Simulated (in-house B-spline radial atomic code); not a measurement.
**Br²³⁺: ionisation energy by several methods**

One table from this session's results is given with a row withheld; the runs are named, their logs left out.

Program: in-house B-spline radial atomic code version 1. Level of theory: non-relativistic, several functionals, spin-polarised; spherical all-electron atom at the radial basis limit. These are calculated values, not measurements, unless marked.

**The system**

| Item | Value |
| --- | --- |
| element | bromine (Z = 35) |
| charge | +23 |
| electrons | 12 |
| configuration | [Ne] 3s2 |
| nucleus | point |

The outer shells:

[Ne] 3s2
```
[Ne] core
3s [↑↓]
```

Where spins are not typed, each open shell is filled with up spins first.

The first run:

Input settings:

```ini
Z = 35
electrons = 12.0
configuration = [Ne] 3s2
hamiltonian = nr
method = tpssh
spin_polarised = True
```

Steps of the session up to this table: TPSSh; HSE06; exchange-only LDA; B3LYP; r2SCAN0; LC-ωPBE; fractional-occupation HF.

One table of the session follows, with a row left open; its other results are not shown here.

```
                  method  ΔSCF (eV)
       exchange-only LDA    1051.05
                   TPSSh    1053.36
                   B3LYP    1054.15
                 r2SCAN0    1051.39
                   HSE06    1054.05
                 LC-ωPBE          ?
fractional-occupation HF    1050.58
```

**Question.** Estimate the row for LC-ωPBE.

The run gave: ΔSCF (eV): 1054.81. In the column «ΔSCF (eV)» it is the highest.

Caveats from the session: These runs leave out relativity, which matters at this nuclear charge.
